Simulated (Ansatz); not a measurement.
# CdH12O6 (+2): geometry at several levels

Wanted for CdH12O6 (+2): geometry at several levels. Charge +2.

Method: the levels named in each step, in Ansatz 0.2.0.

### Step 1. The system as given

Bond lengths (14 of 18 bonds, heavy atoms first): O1–Cd7 2.173 Å, O2–Cd7 2.177 Å, O3–Cd7 2.166 Å, O4–Cd7 2.172 Å, O5–Cd7 2.169 Å, O6–Cd7 2.173 Å, O1–H8 0.968 Å, O1–H9 0.968 Å, O2–H10 0.968 Å, O2–H11 0.968 Å, O3–H12 0.968 Å, O3–H13 0.968 Å, O4–H14 0.968 Å, O4–H15 0.968 Å. Angles (14 of 33 angles, heavy atoms first): O1–Cd7–O2 179.0°, O1–Cd7–O3 89.6°, O1–Cd7–O4 88.4°, O1–Cd7–O5 91.3°, O1–Cd7–O6 90.1°, O2–Cd7–O3 91.1°, O2–Cd7–O4 92.3°, O2–Cd7–O5 88.0°, O2–Cd7–O6 89.1°, O3–Cd7–O4 88.6°, O3–Cd7–O5 179.0°, O3–Cd7–O6 91.1°, O4–Cd7–O5 91.2°, O4–Cd7–O6 178.5°.

Structure file:

```xyz
19

O     1.1907   -0.4581   -1.7581
O    -1.2122    0.4314    1.7571
O     1.8165    0.4424    1.0969
O    -0.0482    2.0748   -0.6477
O    -1.8374   -0.4251   -1.0688
O     0.0883   -2.0813    0.6115
Cd    0.0007    0.0022    0.0011
H     1.0068   -1.1694   -2.3886
H     2.1494   -0.3249   -1.7841
H    -1.0471    1.1046    2.4326
H    -2.1697    0.2876    1.7596
H     2.2573    1.3016    1.0268
H     2.0425    0.1000    1.9739
H     0.3901    2.3686   -1.4594
H    -0.7580    2.7121   -0.4833
H    -2.2359   -1.3077   -1.0760
H    -2.1386    0.0079   -1.8804
H     0.8618   -2.6564    0.5208
H    -0.4018   -2.4178    1.3757
```

### Step 2. A rough first relaxation, PBE-D4/def2-SVP

The input, input.yaml:

```yaml
crystal:
  periodic: [false, false, false]
  atoms:
    - { symbol: O, position_ang: [1.19069, -0.4581, -1.75813] }
    - { symbol: O, position_ang: [-1.21217, 0.43136, 1.75709] }
    - { symbol: O, position_ang: [1.81646, 0.44236, 1.09692] }
    - { symbol: O, position_ang: [-0.04816, 2.07481, -0.64773] }
    - { symbol: O, position_ang: [-1.83742, -0.42514, -1.06878] }
    - { symbol: O, position_ang: [0.0883, -2.08127, 0.61151] }
    - { symbol: Cd, position_ang: [0.00072, 0.00222, 0.00114] }
    - { symbol: H, position_ang: [1.0068, -1.16943, -2.38858] }
    - { symbol: H, position_ang: [2.14935, -0.32489, -1.7841] }
    - { symbol: H, position_ang: [-1.04707, 1.10463, 2.43256] }
    - { symbol: H, position_ang: [-2.1697, 0.28764, 1.75961] }
    - { symbol: H, position_ang: [2.25734, 1.3016, 1.02675] }
    - { symbol: H, position_ang: [2.04247, 0.10004, 1.97386] }
    - { symbol: H, position_ang: [0.3901, 2.36861, -1.45938] }
    - { symbol: H, position_ang: [-0.75797, 2.71215, -0.4833] }
    - { symbol: H, position_ang: [-2.23589, -1.30774, -1.07601] }
    - { symbol: H, position_ang: [-2.13862, 0.00786, -1.88043] }
    - { symbol: H, position_ang: [0.86177, -2.65644, 0.52077] }
    - { symbol: H, position_ang: [-0.40183, -2.41781, 1.37574] }
total_charge: 2
basis:
  gaussian: { orbitals: def2-SVP }
hamiltonian:
  xc: pbe
  dispersion: d4
relax:
  f_tol: 0.03
  max_steps: 200
```

The run is started by

```sh
ansatz run input.yaml --threads 4 --pin off --max-ram 10240MiB --backend cpu --events-out ev --progress --plain --runs-dir out
```

After this run come: Relaxation, HF/def2-SVP; Relaxation, LDA/def2-SVP; Relaxation, PBE-D4/def2-SVP.

**Question.** What will these runs give? Wanted: O1–Cd7 at PBE-D4/def2-SVP; O2–Cd7 at PBE-D4/def2-SVP; O3–Cd7 at PBE-D4/def2-SVP.

**Answer**, as computed:

| quantity | value |
| --- | --- |
| O1–Cd7 at PBE-D4/def2-SVP | 2.310 Å |
| O2–Cd7 at PBE-D4/def2-SVP | 2.309 Å |
| O3–Cd7 at PBE-D4/def2-SVP | 2.309 Å |

What this shows: The O–Cd distance spreads over 0.050 Å, from LDA/def2-SVP (shortest) to HF/def2-SVP. Heavy atoms carry effective core potentials in def2 sets, and spin-orbit coupling is left out.
